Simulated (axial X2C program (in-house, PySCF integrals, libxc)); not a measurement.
**ZrC: properties at the nuclei**

Aim: properties at the nuclei of ZrC, with spin–orbit coupling in the Hamiltonian from the start.

Method: two-component X2C with atomic mean-field terms, Zr dyall-cv3z, C dyall-v3z; program: an in-house X2C program for linear molecules on PySCF integrals.

All values are calculated.

2 further runs of the same task are left out: 2 that didn't finish.

## (1) Input

task.json

```json
{
 "zs": [
  40,
  6
 ],
 "q": 0,
 "bas": [
  "dyall-cv3z",
  "dyall-v3z"
 ],
 "r0": 1.94,
 "levels": [
  "PBE0",
  "HF",
  "LDA",
  "PBE",
  "r2SCAN"
 ],
 "nst": 3
}
```

Keys: zs atomic numbers; q charge; bas basis sets; r0 starting distance in Å; levels methods (HF also brings MP2); nst determinants followed.

Command:

```console
$ python soeom.py task.json out
```

Nuclei are Gaussian, cores are contracted, and the Gaunt term is on.

## (2) Expectation values, a higher determinant

R = 1.776 Å. State: Ω = 2 (excess of +ω over −ω: ω = 1/2, ω = 3/2), 0.84 eV above the lowest in the PBE0 search for states (made at or near this distance, with looser thresholds).

Output of the PBE0 run:

```text
two-component X2C + atomic mean field  PBE0
basis functions 203  fitting functions 991  grid points 5078
iter        total energy     max residual
   1      -3634.556190472     1.10e-05
   2      -3634.556190473     2.59e-05
   3      -3634.556190479     6.73e-06
   4      -3634.556190480     2.36e-06
converged
one-electron -5157.41028610  Coulomb 1573.01697959  exact exchange -29.51910455  xc functional -90.55515212  nuclear repulsion 71.51043391  atomic mean-field constant -1.59906121
```

The highest occupied spinor is 64% Zr s, 16% Zr p, 14% C p.

```csv
level,Eeff magnitude (GV/cm),Ws magnitude Zr (kHz),A∥/gI Zr (MHz),qzz Zr (a.u.),A∥/gI C (MHz),qzz C (a.u.),μ (D)
PBE0,2.45,0.547,1030,-3.27,43.3,-0.51,-4.22
HF,3.24,0.737,845,-2.24,23.8,-0.38,-4.30
LDA,2.3,0.512,1100,-3.78,52.9,-0.52,-4.08
PBE,2.35,0.531,1040,-3.64,47.2,-0.52,-3.98
r2SCAN,2.76,0.611,996,-3.45,45.2,-0.54,-4.03
```

## (3) Results

```
                                        quantity                                           value
                              higher determinant  Ω = 2 (excess of +ω over −ω: ω = 1/2, ω = 3/2)
Eeff magnitude (GV/cm), PBE0, higher determinant                                            2.45
 Ws magnitude Zr (kHz), PBE0, higher determinant                                           0.547
        A∥/gI Zr (MHz), PBE0, higher determinant                                            1030
         qzz Zr (a.u.), PBE0, higher determinant                                           -3.27
```

**Reading.** Only higher determinants gave results; the lowest one is missing, so no ground-state property is given.
